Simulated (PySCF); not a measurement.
# [Lu(H2O)]3+: other functionals and bases at one geometry

How far do other levels of theory move the description of [Lu(H2O)]3+, and what does each cost? It is a constructed species; whether it can be made isn't addressed.

Method: several levels, as the steps say, no spin–orbit coupling; program: PySCF 2.14.0.

1 further run of the same task is left out (for a known fault of the program).

## (1) The system as given

4 atoms, charge 3, spin multiplicity 1.

Bond lengths: Lu1–O2 2.069 Å, O2–H3 1.007 Å, O2–H4 1.007 Å. Angles: Lu1–O2–H3 128.9°, Lu1–O2–H4 128.9°, H3–O2–H4 102.2°.

As a file:

```csv
atom,x (Å),y (Å),z (Å)
Lu1,0.00000,0.00000,-0.01318
O2,0.00000,0.00000,2.05592
H3,0.78376,0.00000,2.68856
H4,-0.78376,0.00000,2.68856
```

Formal oxidation states: Lu +3. An earlier session relaxed this geometry at PBE0, Lu def2-SVP with ECP28, O def2-SVP, H def2-SVP (singlet, point group C2v).

At PBE0 on the finer grid: E = -1311.009183 Eh, HOMO -29.02 eV, LUMO -21.06 eV, Mulliken charge on Lu1 +2.57 e, largest force component 0.001 eV/Å. 

Levels to run: TPSSh; BP86; PBE0, TZVP. Hardware: 2 threads of Intel Xeon at 2.50GHz (Skylake/Cascade Lake), shared host.

## (2) TPSSh

run.py (the lines that set the calculation) reads:

```python
mol = gto.M(atom='''
Lu     0.00000     0.00000    -0.01318
O      0.00000     0.00000     2.05592
H      0.78376     0.00000     2.68856
H     -0.78376     0.00000     2.68856''',
    basis={'Lu': 'def2-SVP', 'O': 'def2-SVP', 'H': 'def2-SVP'},
    ecp={'Lu': 'def2-SVP'},
    charge=3, spin=0)
mf = dft.RKS(mol, xc='TPSSH')
mf.grids.atom_grid = (75, 302)  # f atoms: unpruned, at least (60, 302)
mf = mf.density_fit()  # fitting sets: Lu def2-universal-JKFIT, O def2-universal-JKFIT, H def2-universal-JKFIT
mf.conv_tol = 1e-08; mf.max_cycle = 55
mf.kernel(dm0)  # dm0: the density of the relaxed state
```

The run is started by

```console
OMP_NUM_THREADS=2 python run.py
```

What it wrote:

```text
init E= -1311.05333776683
  HOMO = -1.02917773902514  LUMO = -0.790304706339536  gap/eV = 6.50007
cycle= 1 E= -1311.05349688381  delta_E= -0.000159  |g|= 0.161  |ddm|= 0.0727
  HOMO = -1.03429827096983  LUMO = -0.793781909665334  gap/eV = 6.54478
cycle= 2 E= -1311.04959455345  delta_E= 0.0039  |g|= 0.362  |ddm|= 0.104
  HOMO = -1.03295575362771  LUMO = -0.789747114269212  gap/eV = 6.61804
cycle= 3 E= -1311.05445572713  delta_E= -0.00486  |g|= 0.00586  |ddm|= 0.0724
  HOMO = -1.03174885674284  LUMO = -0.790112513269493  gap/eV = 6.57526
cycle= 4 E= -1311.05446257458  delta_E= -6.85e-06  |g|= 0.00199  |ddm|= 0.00487
  HOMO = -1.03198597381837  LUMO = -0.790247048077542  gap/eV = 6.57805
cycle= 5 E= -1311.05446322735  delta_E= -6.53e-07  |g|= 0.000304  |ddm|= 0.00109
  HOMO = -1.0319758299812  LUMO = -0.790209338750074  gap/eV = 6.57880
cycle= 6 E= -1311.05446323999  delta_E= -1.26e-08  |g|= 5.42e-05  |ddm|= 0.000194
  HOMO = -1.03198172917104  LUMO = -0.790207573032591  gap/eV = 6.57901
cycle= 7 E= -1311.05446324026  delta_E= -2.78e-10  |g|= 3.97e-06  |ddm|= 2.39e-05
  HOMO = -1.03198240634912  LUMO = -0.7902075115031  gap/eV = 6.57903
Extra cycle  E= -1311.05446324026  delta_E=    0  |g|= 4.7e-06  |ddm|= 4.48e-06
converged SCF energy = -1311.05446324026
```

Run time: 19 s. Hardware: 2 threads of Intel Xeon at 2.50GHz (Skylake/Cascade Lake), shared host.

Read off: E = -1311.054463 Eh, HOMO -28.08 eV, LUMO -21.50 eV, Mulliken charge on Lu1 +2.55 e, largest force component 0.240 eV/Å. 

## (3) BP86

Edit run.py (the lines that set the calculation) of step 2 so:

```diff
@@ -8,3 +8,3 @@
     charge=3, spin=0)
-mf = dft.RKS(mol, xc='TPSSH')
+mf = dft.RKS(mol, xc='B88,P86')
 mf.grids.atom_grid = (75, 302)  # f atoms: unpruned, at least (60, 302)
```

The run is started by

```console
OMP_NUM_THREADS=2 python run.py
```

What it wrote:

```text
init E= -1311.79224247497
  HOMO = -1.00003237914389  LUMO = -0.814148411382356  gap/eV = 5.05816
cycle= 1 E= -1311.79308244302  delta_E= -0.00084  |g|= 0.206  |ddm|= 0.177
  HOMO = -1.02926913988366  LUMO = -0.814179923278425  gap/eV = 5.85288
cycle= 2 E= -1311.78481153822  delta_E= 0.00827  |g|= 0.474  |ddm|= 0.17
  HOMO = -1.01233556007721  LUMO = -0.81082919569255  gap/eV = 5.48327
cycle= 3 E= -1311.79521868123  delta_E= -0.0104  |g|= 0.0106  |ddm|= 0.11
  HOMO = -1.00996806018134  LUMO = -0.81239072698618  gap/eV = 5.37635
cycle= 4 E= -1311.79524157071  delta_E= -2.29e-05  |g|= 0.00951  |ddm|= 0.0138
  HOMO = -1.01093434137666  LUMO = -0.812524755403925  gap/eV = 5.39900
cycle= 5 E= -1311.79525325336  delta_E= -1.17e-05  |g|= 0.00158  |ddm|= 0.00471
  HOMO = -1.01076954625568  LUMO = -0.812446108001742  gap/eV = 5.39666
cycle= 6 E= -1311.79525353148  delta_E= -2.78e-07  |g|= 0.000209  |ddm|= 0.000806
  HOMO = -1.01077677780746  LUMO = -0.812436850719162  gap/eV = 5.39710
cycle= 7 E= -1311.79525353825  delta_E= -6.77e-09  |g|= 3.84e-05  |ddm|= 0.000133
  HOMO = -1.01078168407585  LUMO = -0.812437087406445  gap/eV = 5.39723
Extra cycle  E= -1311.79525353805  delta_E= 2.04e-10  |g|= 6.97e-05  |ddm|= 3.9e-05
converged SCF energy = -1311.79525353805
```

Wall time 17 s (2 threads of Intel Xeon at 2.50GHz (Skylake/Cascade Lake), shared host).

Result: E = -1311.795254 Eh, HOMO -27.50 eV, LUMO -22.11 eV, Mulliken charge on Lu1 +2.52 e, largest force component 0.564 eV/Å. 

## (4) PBE0, TZVP

Basis: Lu def2-TZVP with ECP28, O def2-TZVP, H def2-TZVP. 

run.py (the lines that set the calculation) reads:

```python
mol = gto.M(atom='''
Lu     0.00000     0.00000    -0.01318
O      0.00000     0.00000     2.05592
H      0.78376     0.00000     2.68856
H     -0.78376     0.00000     2.68856''',
    basis={'Lu': 'def2-TZVP', 'O': 'def2-TZVP', 'H': 'def2-TZVP'},
    ecp={'Lu': 'def2-TZVP'},
    charge=3, spin=0)
mf = dft.RKS(mol, xc='PBE0')
mf.grids.atom_grid = (75, 302)  # f atoms: unpruned, at least (60, 302)
mf = mf.density_fit()  # fitting sets: Lu def2-universal-JKFIT, O def2-universal-JKFIT, H def2-universal-JKFIT
mf.conv_tol = 1e-08; mf.max_cycle = 55
mf.kernel(dm0)  # dm0: free metal ions and neutral atoms
```

The run is started by

```console
OMP_NUM_THREADS=2 python run.py
```

What it wrote:

```text
init E= -1301.14781107579
  HOMO = -1.2529002840687  LUMO = -1.07071391278009  gap/eV = 4.95754
cycle= 1 E= -1308.44091823167  delta_E= -7.29  |g|= 4.48  |ddm|= 2.63
  HOMO = -0.807940344224107  LUMO = -0.805920123155833  gap/eV = 0.05497
cycle= 2 E= -1296.7967389673  delta_E= 11.6  |g|= 5.61  |ddm|= 3.48
  HOMO = -0.566261089912183  LUMO = -0.565028590097985  gap/eV = 0.03354
cycle= 3 E= -1230.16530161648  delta_E= 66.6  |g|= 29.7  |ddm|= 12.5
  HOMO = -0.829560354298667  LUMO = -0.812252290854051  gap/eV = 0.47098
cycle= 4 E= -1293.18010417249  delta_E=  -63  |g|= 11.8  |ddm|= 10.6
  HOMO = -0.985142640494436  LUMO = -0.933554973108762  gap/eV = 1.40377
cycle= 5 E= -1310.37702810068  delta_E= -17.2  |g|= 2.01  |ddm|= 4.19
  HOMO = -1.13425258636155  LUMO = -0.753592990502625  gap/eV = 10.35828
cycle= 6 E= -1311.09513344781  delta_E= -0.718  |g|= 0.587  |ddm|= 1.05
  HOMO = -0.982894173455879  LUMO = -0.800980998211516  gap/eV = 4.95011
cycle= 7 E= -1311.09300314539  delta_E= 0.00213  |g|= 0.548  |ddm|= 0.586
  HOMO = -1.06054097197948  LUMO = -0.772796792434724  gap/eV = 7.82992
cycle= 8 E= -1311.14827003072  delta_E= -0.0553  |g|= 0.0912  |ddm|= 0.277
  HOMO = -1.07069569524564  LUMO = -0.769281636652615  gap/eV = 8.20189
cycle= 9 E= -1311.14826268998  delta_E= 7.34e-06  |g|= 0.0604  |ddm|= 0.0261
  HOMO = -1.06723191567601  LUMO = -0.772024414070419  gap/eV = 8.03301
cycle= 10 E= -1311.14858080161  delta_E= -0.000318  |g|= 0.0324  |ddm|= 0.0167
  HOMO = -1.06521738802212  LUMO = -0.773775231591897  gap/eV = 7.93055
cycle= 11 E= -1311.14868325192  delta_E= -0.000102  |g|= 0.00118  |ddm|= 0.0143
  HOMO = -1.06513800006052  LUMO = -0.773822543745712  gap/eV = 7.92710
cycle= 12 E= -1311.14868348602  delta_E= -2.34e-07  |g|= 0.000321  |ddm|= 0.000873
  HOMO = -1.06517946836829  LUMO = -0.773797774451673  gap/eV = 7.92890
cycle= 13 E= -1311.14868350372  delta_E= -1.77e-08  |g|= 4.1e-05  |ddm|= 0.000169
  HOMO = -1.06518572498384  LUMO = -0.773793858034264  gap/eV = 7.92918
cycle= 14 E= -1311.14868350407  delta_E= -3.46e-10  |g|= 4.74e-06  |ddm|= 3.16e-05
  HOMO = -1.06518498371193  LUMO = -0.773794368695543  gap/eV = 7.92914
Extra cycle  E= -1311.14868350407  delta_E= -1.36e-12  |g|= 8.54e-06  |ddm|= 4.35e-06
converged SCF energy = -1311.14868350407
```

It took 47 s on 2 threads of Intel Xeon at 2.50GHz (Skylake/Cascade Lake), shared host.

It gives: E = -1311.148684 Eh, HOMO -28.99 eV, LUMO -21.06 eV, Mulliken charge on Lu1 +2.59 e, largest force component 0.536 eV/Å. 

## (5) Results

| level | state | HOMO (eV) | gap (eV) | charge on Lu1 (e) | dipole (D) | largest force (eV/Å) | basis functions | time |
| --- | --- | --- | --- | --- | --- | --- | --- | --- |
| PBE0 (relaxed here) | singlet | -29.02 | 7.96 | 2.57 | 3.71 | 0.00 | 105 | 29 s |
| TPSSh | singlet | -28.08 | 6.58 | 2.55 | 3.85 | 0.24 | 105 | 19 s |
| BP86 | singlet | -27.50 | 5.40 | 2.52 | 4.05 | 0.56 | 105 | 17 s |
| PBE0, TZVP | singlet | -28.99 | 7.93 | 2.59 | 3.80 | 0.54 | 139 | 47 s |

Times are on 2 threads of Intel Xeon at 2.50GHz (Skylake/Cascade Lake), shared host; the first row also made further properties. The dipole of a charged species depends on the origin, so these sizes hold for this origin alone.

In one basis the HOMO–LUMO gap runs from 5.40 eV (BP86) to 7.96 eV (PBE0). The largest leftover force, 0.56 eV/Å with BP86, stands at a geometry relaxed at another level. The Mulliken charge on Lu spans +2.52 to +2.59 e over the levels. Total energies of different levels can't be compared. Spin–orbit coupling is left out throughout.
